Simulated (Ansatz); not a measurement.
# AlFH5NOSi: the cost of one run

Method: BLYP/6-31G*; program: Ansatz 0.2.0, Gaussian basis.

**1. The geometry**

An earlier PBE0-D4 in a triple-zeta def2 set relaxation fixed the geometry.

SMILES `[NH2][Al]([F])[O][SiH3]`, 10 atoms, charge 0, spin multiplicity 1.

Atoms are counted from 1 here; the program's logs count them from 0.

Bond lengths: N1–Al2 1.749 Å, N1–H6 1.006 Å, N1–H7 1.006 Å, Al2–F3 1.645 Å, Al2–O4 1.672 Å, O4–Si5 1.624 Å, Si5–H8 1.487 Å, Si5–H9 1.487 Å, Si5–H10 1.487 Å. Angles: Al2–N1–H6 124.6°, Al2–N1–H7 124.4°, H6–N1–H7 111.0°, N1–Al2–F3 118.8°, N1–Al2–O4 121.5°, F3–Al2–O4 119.7°, Al2–O4–Si5 168.8°, O4–Si5–H8 109.7°, O4–Si5–H9 110.1°, O4–Si5–H10 110.6°, H8–Si5–H9 108.8°, H8–Si5–H10 108.7°, H9–Si5–H10 108.9°.

**2. Dynamics**

The input, in.yaml:

```yaml
crystal:
  periodic: [false, false, false]
  atoms:
    - {symbol: N, position_ang: [-1.525748, 0.465692, -1.864121]}
    - {symbol: Al, position_ang: [-0.245082, -0.462620, -1.117056]}
    - {symbol: F, position_ang: [0.403049, -1.727867, -1.944663]}
    - {symbol: O, position_ang: [0.326001, -0.090245, 0.409289]}
    - {symbol: Si, position_ang: [1.077201, 0.026623, 1.844201]}
    - {symbol: H, position_ang: [-1.982271, 1.254350, -1.438395]}
    - {symbol: H, position_ang: [-1.902410, 0.282188, -2.778611]}
    - {symbol: H, position_ang: [0.862768, 1.383701, 2.413231]}
    - {symbol: H, position_ang: [0.531050, -0.982072, 2.790642]}
    - {symbol: H, position_ang: [2.538543, -0.200950, 1.688483]}
basis:
  gaussian: {orbitals: "6-31G*"}
hamiltonian: {xc: {name: BLYP}}
md: {timestep: 1 fs, n_steps: 20, ensemble: nvt_langevin, temperature: 300, initial_velocities: maxwell_boltzmann, friction: 0.01, seed: 459}
```

Run with:

```bash
$ ansatz run in.yaml --threads 4 --pin off --events-out ev --progress --plain --max-ram 10444MiB
```

Q: Estimate wall time and peak memory on 4 threads of Arm Neoverse V1, shared host.

About 22 s, with a peak of 0.44 GiB.
